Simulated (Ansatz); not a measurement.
# C2H9BFNSi: the cost of one run

Method: RHF/6-31G*, in Ansatz 0.2.0.

## 1. The structure to begin with

Bond lengths: B1–C2 1.639 Å, C2–N3 1.439 Å, C2–F4 1.327 Å, C2–C5 1.539 Å, C5–Si6 1.904 Å, B1–H7 1.130 Å, B1–H8 1.225 Å, N3–H9 1.071 Å, N3–H10 1.057 Å, C5–H11 1.091 Å, C5–H12 1.120 Å, Si6–H13 1.508 Å, Si6–H14 1.497 Å, Si6–H15 1.464 Å. Angles (14 of 24 angles, heavy atoms first): B1–C2–N3 109.4°, B1–C2–F4 106.6°, B1–C2–C5 111.5°, N3–C2–F4 107.4°, N3–C2–C5 110.1°, F4–C2–C5 111.7°, C2–C5–Si6 112.1°, C2–B1–H7 121.9°, C2–B1–H8 116.9°, C2–N3–H9 112.1°, C2–N3–H10 112.3°, C2–C5–H11 110.8°, C2–C5–H12 110.1°, Si6–C5–H11 105.8°.

As a file:

```xyz
15

B     1.0300   -1.4431   -1.3210
C     0.2611   -0.7025   -0.0770
N     1.2240   -0.3305    0.9257
F    -0.5448   -1.6079    0.4624
C    -0.5148    0.5381   -0.5527
Si   -1.4697    1.3737    0.8665
H     1.6367   -2.3842   -1.1726
H     0.9319   -0.9191   -2.4241
H     1.7412   -1.1798    1.3235
H     1.9870    0.2912    0.5393
H    -1.2652    0.2642   -1.2960
H     0.1961    1.3085   -0.9475
H    -2.2501    2.5486    0.3316
H    -2.4509    0.4082    1.4551
H    -0.5345    1.7840    1.9161
```

## 2. Relaxing end A

File input.yaml:

```yaml
crystal:
  periodic: [false, false, false]
  atoms:
    - { symbol: B, position_ang: [1.03, -1.4431, -1.321] }
    - { symbol: C, position_ang: [0.2611, -0.7025, -0.077] }
    - { symbol: "N", position_ang: [1.224, -0.3305, 0.9257] }
    - { symbol: F, position_ang: [-0.5448, -1.6079, 0.4624] }
    - { symbol: C, position_ang: [-0.5148, 0.5381, -0.5527] }
    - { symbol: Si, position_ang: [-1.4697, 1.3737, 0.8665] }
    - { symbol: H, position_ang: [1.6367, -2.3842, -1.1726] }
    - { symbol: H, position_ang: [0.9319, -0.9191, -2.4241] }
    - { symbol: H, position_ang: [1.7412, -1.1798, 1.3235] }
    - { symbol: H, position_ang: [1.987, 0.2912, 0.5393] }
    - { symbol: H, position_ang: [-1.2652, 0.2642, -1.296] }
    - { symbol: H, position_ang: [0.1961, 1.3085, -0.9475] }
    - { symbol: H, position_ang: [-2.2501, 2.5486, 0.3316] }
    - { symbol: H, position_ang: [-2.4509, 0.4082, 1.4551] }
    - { symbol: H, position_ang: [-0.5345, 1.784, 1.9161] }
basis:
  gaussian: { orbitals: "6-31G*" }
hamiltonian:
  xc: hf
relax:
  f_tol: 0.015
  max_steps: 40
output:
  orbitals: {}
```

On the command line:

```
> ansatz run input.yaml --threads 2 --pin off --max-ram 3072MiB --backend cpu --events-out ev --progress --plain --runs-dir out
```

Q: Estimate wall time and peak memory on 2 threads of Arm Neoverse V2, shared host.

About 49 s, with a peak of 0.25 GiB.
